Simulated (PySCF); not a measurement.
**OsF3: relaxation and vibrations of the doublet**

The task is one start of a wider search on OsF3: the doublet, from a PBE0 minimum start. It is relaxed, tested by its Hessian and followed downhill if it is a saddle.

Computed with PySCF 2.14.0. Level: PBE0, basis Os def2-SVP with ECP60, F def2-SVP, scalar-relativistic core potentials, no spin–orbit coupling, density fitting.

### 1 Starting geometry

4 atoms, charge 0, spin multiplicity 2.

Bond lengths: Os1–F2 1.826 Å, Os1–F3 1.826 Å, Os1–F4 1.811 Å. Angles: F2–Os1–F3 105.5°, F2–Os1–F4 127.2°, F3–Os1–F4 127.2°.

```xyz
4
charge 0 multiplicity 2
Os    0.0000    0.0000    0.0305
F    -1.4533    0.0000   -1.0744
F     1.4533    0.0000   -1.0744
F     0.0000    0.0000    1.8411
```

### 2 The SCF at the typed geometry

One driver script runs all steps and calls PySCF; scf.py shows how it sets up the SCF of each step. The optimiser is the driver's own. After this first run the driver tries any further starts and a stability analysis.

File scf.py:

```python
from pyscf import gto, scf, dft
mol = gto.M(atom='''
Os    -0.000000     0.000000     0.030460
F     -1.453300    -0.000000    -1.074410
F      1.453300    -0.000000    -1.074410
F      0.000000    -0.000000     1.841100''',
    basis={'Os': 'def2-SVP', 'F': 'def2-SVP'},
    ecp={'Os': 'def2-SVP'},
    charge=0, spin=1)
mf = dft.UKS(mol, xc='PBE0')
mf.grids.atom_grid = (50, 194)
aux = {'Os': 'def2-universal-JKFIT', 'F': 'def2-universal-JKFIT'}
mf = mf.density_fit(auxbasis=aux)
mf.conv_tol = 1e-08
mf.diis_space = 10
mf.max_cycle = 60
mf.init_guess = 'minao'
mf.verbose = 4
mf.kernel()
```

Run with:

```console
$ OMP_NUM_THREADS=2 python axn.py task.json out
```

Log:

```text
init E= -377.571485203462
[... the frontier-level lines of each cycle are left out ...]
cycle= 1 E= -389.549784551849  delta_E=  -12  |g|= 0.532  |ddm|= 5.76
cycle= 2 E= -389.46785819026  delta_E= 0.0819  |g|= 0.762  |ddm|= 0.901
cycle= 3 E= -389.634104685063  delta_E= -0.166  |g|= 0.219  |ddm|= 0.525
cycle= 4 E= -389.654852118596  delta_E= -0.0207  |g|= 0.0168  |ddm|= 0.223
cycle= 5 E= -389.655481216472  delta_E= -0.000629  |g|= 0.0107  |ddm|= 0.0736
cycle= 6 E= -389.655684957612  delta_E= -0.000204  |g|= 0.00795  |ddm|= 0.0329
cycle= 7 E= -389.655935257552  delta_E= -0.00025  |g|= 0.00435  |ddm|= 0.0496
cycle= 8 E= -389.656167694973  delta_E= -0.000232  |g|= 0.00307  |ddm|= 0.0631
cycle= 9 E= -389.656329634894  delta_E= -0.000162  |g|= 0.0022  |ddm|= 0.062
cycle= 10 E= -389.656423429171  delta_E= -9.38e-05  |g|= 0.00116  |ddm|= 0.0583
cycle= 11 E= -389.656447190332  delta_E= -2.38e-05  |g|= 0.000305  |ddm|= 0.0366
cycle= 12 E= -389.656448165931  delta_E= -9.76e-07  |g|= 8.62e-05  |ddm|= 0.00701
cycle= 13 E= -389.656448196181  delta_E= -3.03e-08  |g|= 3.2e-05  |ddm|= 0.00092
cycle= 14 E= -389.656448200168  delta_E= -3.99e-09  |g|= 4.5e-05  |ddm|= 0.000776
Extra cycle  E= -389.656448199625  delta_E= 5.43e-10  |g|= 7.37e-05  |ddm|= 0.000104
converged SCF energy = -389.656448199625  <S^2> = 0.88278758  2S+1 = 2.1286499
```

This step, with its further starts and checks, took 11 s on 2 threads of Intel Xeon 6975P-C (Granite Rapids), shared host.

The starts that the driver tried:

| start | energy (Eh) |
| --- | --- |
| the minimal-basis guess | -389.656448 |
| a thermally smeared density | -389.656448 |
| a smeared PBE density | -389.656448 |

This is not the lowest solution: one lies 2.2 kJ/mol lower, at -389.65729 Eh, and the relaxation starts from that.

### 3 PBE0 minimum start, doublet: relaxation

The program finds C2v symmetry in the start, which this walk keeps. The walk stops when the largest gradient is under 0.0003 Eh/bohr and the energy has settled too.

scf.py: that of step 2 with these lines changed.

```diff
@@ -3,4 +3,4 @@
-Os    -0.000000     0.000000     0.030460
-F     -1.453300    -0.000000    -1.074410
-F      1.453300    -0.000000    -1.074410
-F      0.000000    -0.000000     1.841100''',
+Os     0.000000     0.000000     0.030456
+F     -1.453300     0.000000    -1.074414
+F      1.453300     0.000000    -1.074414
+F      0.000000     0.000000     1.841096''',
@@ -17 +16,0 @@
-mf.init_guess = 'minao'
```

Steps of the walk:

| step | energy (Eh) | change (kJ/mol) | largest symmetric gradient (Eh/bohr) |
| --- | --- | --- | --- |
| 0 | -389.657295 | 0.00 | 0.00476 |
| 1 | -389.657711 | -1.09 | 0.00304 |
| 2 | -389.658358 | -2.79 | 0.00411 |
| 3 | -389.658447 | -3.02 | 0.00158 |
| 4 | -389.658462 | -3.07 | 0.00016 |
| 5 | -389.658462 | -3.06 | 0.00002 |

The walk took 10 s.

Geometry (Å) and forces (eV/Å) at some steps:

```
step 0
Os   0.000   0.000   0.030  -0.001   0.000   0.165
F   -1.453   0.000  -1.074  -0.010   0.000  -0.205
F    1.453   0.000  -1.074   0.011   0.000  -0.205
F    0.000   0.000   1.841   0.000   0.000   0.245
step 1
Os   0.000   0.000   0.042   0.000   0.000   0.156
F   -1.439   0.000  -1.090   0.118   0.000  -0.090
F    1.439   0.000  -1.090  -0.118   0.000  -0.090
F    0.000   0.000   1.862   0.000   0.000   0.024
step 3
Os   0.000   0.000   0.083   0.000   0.000   0.041
F   -1.371   0.000  -1.137   0.051   0.000   0.020
F    1.371   0.000  -1.137  -0.051   0.000   0.021
F    0.000   0.000   1.913   0.000   0.000  -0.081
step 5
Os   0.000   0.000   0.087   0.000   0.000   0.001
F   -1.363   0.000  -1.139   0.000   0.000  -0.001
F    1.363   0.000  -1.139   0.000   0.000  -0.001
F    0.000   0.000   1.915   0.000   0.000   0.000
```

It settles in C2v symmetry, 3.1 kJ/mol below the start, after 5 steps: Os–F 1.828 Å, Os–F 1.834 Å (×2); F–Os–F 96.1°, F–Os–F 132.0° (×2).

### 4 Is it a minimum? Harmonic modes

The point is checked on the finer grid, and tightened if its gradient asks for it. The Hessian and the dipole derivatives come from central differences of analytic gradients, with steps of 0.02 bohr.

scf.py: that of step 3 with these lines changed.

```diff
@@ -3,4 +3,4 @@
-Os     0.000000     0.000000     0.030456
-F     -1.453300     0.000000    -1.074414
-F      1.453300     0.000000    -1.074414
-F      0.000000     0.000000     1.841096''',
+Os     0.000000     0.000000     0.048224
+F     -1.361969     0.000000    -1.179149
+F      1.361969     0.000000    -1.179149
+F      0.000000     0.000000     1.876612''',
@@ -11 +11 @@
-mf.grids.atom_grid = (50, 194)
+mf.grids.atom_grid = (75, 302)
@@ -14 +14 @@
-mf.conv_tol = 1e-08
+mf.conv_tol = 1e-10
```

This SCF starts from the last density.

SCF at the final geometry:

```text
init E= -389.658212976561
[... the frontier-level lines of each cycle are left out ...]
cycle= 1 E= -389.658212976563  delta_E= -1.93e-12  |g|= 1.61e-06  |ddm|= 5.12e-06
Extra cycle  E= -389.658212976563  delta_E= 2.27e-13  |g|= 3.28e-06  |ddm|= 5.04e-06
converged SCF energy = -389.658212976563  <S^2> = 1.4123898  2S+1 = 2.5786739
```

The whole step took 54 s.

Geometry: C2v; Os–F 1.828 Å, Os–F 1.833 Å (×2); F–Os–F 96.0°, F–Os–F 132.0° (×2).

Modes, for the most abundant isotopes:

```csv
ω (cm⁻¹),IR (km/mol),type
92,8.0,bend
154,3.8,bend
165,4.0,bend
676,85.7,stretch
697,6.9,stretch
728,143,stretch
```

Every mode is real; the point is a minimum.

The SCF density has lower symmetry than the nuclear frame, so the modes carry no labels.

Properties at this point:

```yaml
Dipole_moment: 0.95 D
Highest_occupied_level: -7.46 eV
Lowest_empty_level: -4.15 eV
Rotational_constants: 0.2392, 0.1403, 0.08841 cm⁻¹
Zero-point_energy: 15.0 kJ/mol
Principal_polarisabilities: 30.3, 31.3, 34.9 bohr³
Atomisation_energy_without_zero-point_energy: 1231 kJ/mol
Principal_traceless_quadrupole_moments_about_the_centre_of_mass: -3.56, 1.42, 2.14 D Å
Entropy_at_298.15_K_and_1_bar_electronic_part_spin_only: 325.9 J/(mol K)
Heat_capacity_Cp_at_298.15_K: 67.7 J/(mol K)
Enthalpy_at_298.15_K_above_0_K: 16.06 kJ/mol
Rotational_symmetry_number: 2
Spin_squared_⟨S²⟩: 1.412
```

Populations by atom (charges in e):

```tsv
atom	Mulliken	Löwdin	polar tensor	spin (Mulliken)	Mayer order to Os1
Os1	0.95	0.34	1.54	0.91	–
F2,3	-0.31	-0.11	-0.51	0.02	1.06
F4	-0.33	-0.11	-0.52	0.06	1.07
```

Outer orbital energies (eV). α occupied: -13.30, -13.16, -13.07, -13.03, -12.36, -8.19, -8.17, -7.90; empty: -4.15, -3.13, -0.22, 0.51. β occupied: -13.43, -13.14, -13.08, -12.93, -12.72, -12.35, -7.75, -7.46; empty: -3.73, -3.69, -2.74, -0.13.

Mulliken populations on Os1 (outside its core potential): s 2.76, p 6.26, d 5.94, f 0.09.

### 5 What came out

| quantity | value |
| --- | --- |
| minimum | doublet, C2v |
| geometry | Os–F 1.828 Å, Os–F 1.833 Å (×2); F–Os–F 96.0°, F–Os–F 132.0° (×2) |
| wavenumbers (cm⁻¹) | 92, 154, 165, 676, 697, 728 |
| dipole moment | 0.95 D |
| highest occupied, lowest empty level (either spin) | -7.46, -4.15 eV |
| polar-tensor charge of Os1 | +1.54 e |
| zero-point energy | 15.0 kJ/mol |
| entropy at 298.15 K | 325.9 J/(mol K) |
| atomisation energy (no zero-point energy) | 1231 kJ/mol |
| ⟨S²⟩ | 1.412 |

In words: The molecule stays C2v, as typed, and the end point is a minimum. The determinant is spin-contaminated (⟨S²⟩ = 1.41 against 0.75), so it is no pure spin state. The strongest infrared band lies at 728 cm⁻¹ (stretch). Most of the spin sits on Os1 (Mulliken spin 0.91, against 1 for the whole molecule). The first SCF alone would have been 2 kJ/mol too high. Only this shape and spin were tried, so other structures or states may lie lower. The SCF density has lower symmetry than the nuclear frame. Open d and f shells are described by one determinant, and the ground state may have another occupation or spin. Spin–orbit coupling, left out here, can matter for elements this heavy.

The search up to here took 76 s.
